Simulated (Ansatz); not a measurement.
# C2H5ClGe: small, medium and large basis sets

One table from this session's results is given with a row withheld; the runs are named, their logs left out.

The runs use Ansatz 0.2.0, Gaussian basis; one geometry, several basis sets.

Plan: PBE0-D4/def2-SVP; ωB97M-V/def2-SVP; PBE0-D4/def2-QZVPP; ωB97M-V/def2-QZVPP; the functionals' def2-TZVPP values are taken from earlier runs.

## The geometry

All runs share one geometry, relaxed beforehand with PBE0-D4 in a triple-zeta def2 set.

SMILES `Cl[CH]1[CH2][GeH2]1`, 9 atoms, charge 0, spin multiplicity 1.

Atoms are counted from 1 here; the program's logs count them from 0.

Bond lengths: Cl1–C2 1.758 Å, C2–C3 1.516 Å, C2–Ge4 1.949 Å, C2–H5 1.084 Å, C3–Ge4 1.949 Å, C3–H6 1.085 Å, C3–H7 1.085 Å, Ge4–H8 1.523 Å, Ge4–H9 1.520 Å. Angles: Cl1–C2–C3 117.4°, Cl1–C2–Ge4 122.4°, Cl1–C2–H5 110.3°, C3–C2–Ge4 67.1°, C3–C2–H5 116.0°, Ge4–C2–H5 117.6°, C2–C3–Ge4 67.1°, C2–C3–H6 116.9°, C2–C3–H7 115.6°, Ge4–C3–H6 121.1°, Ge4–C3–H7 115.1°, H6–C3–H7 113.5°, C2–Ge4–C3 45.8°, C2–Ge4–H8 118.0°, C2–Ge4–H9 117.4°, C3–Ge4–H8 119.7°, C3–Ge4–H9 117.0°, H8–Ge4–H9 118.7°.

The first run:

Input file in.yaml:

```yaml
crystal:
  periodic: [false, false, false]
  atoms:
    - {symbol: Cl, position_ang: [-2.360889, 0.168468, 0.255476]}
    - {symbol: C, position_ang: [-0.746154, 0.320435, -0.422392]}
    - {symbol: C, position_ang: [0.363809, 0.761527, 0.511625]}
    - {symbol: Ge, position_ang: [0.623641, -1.043934, -0.174037]}
    - {symbol: H, position_ang: [-0.786521, 0.822149, -1.382512]}
    - {symbol: H, position_ang: [0.989322, 1.582993, 0.178167]}
    - {symbol: H, position_ang: [0.096400, 0.820190, 1.561076]}
    - {symbol: H, position_ang: [1.606257, -1.285149, -1.312261]}
    - {symbol: H, position_ang: [0.302534, -2.192879, 0.767758]}
basis:
  gaussian: {orbitals: def2-SVP}
hamiltonian: {xc: pbe0, dispersion: d4}
output: {orbitals: {seedname: orbitals}}
```

Steps of the session up to this table: PBE0-D4 in def2-SVP; ωB97M-V in def2-SVP; PBE0-D4 in def2-QZVPP; ωB97M-V in def2-QZVPP.

One table of the session follows, with a row left open; its other results are not shown here.

It belongs to the step «Functionals by basis». 

```
functional       basis  HOMO (eV)  LUMO (eV)
   PBE0-D4    def2-SVP      -6.56       0.19
   PBE0-D4  def2-TZVPP      -6.64      -0.06
   PBE0-D4  def2-QZVPP          ?          ?
   ωB97M-V    def2-SVP      -8.65       2.11
   ωB97M-V  def2-TZVPP      -8.74       1.77
   ωB97M-V  def2-QZVPP      -8.77       1.30
```

**Question.** Estimate the row for PBE0-D4, def2-QZVPP.

As computed: HOMO (eV): -6.67; LUMO (eV): -0.28. In the column «HOMO (eV)» it lies between ωB97M-V, def2-SVP (-8.65) and PBE0-D4, def2-TZVPP (-6.64).
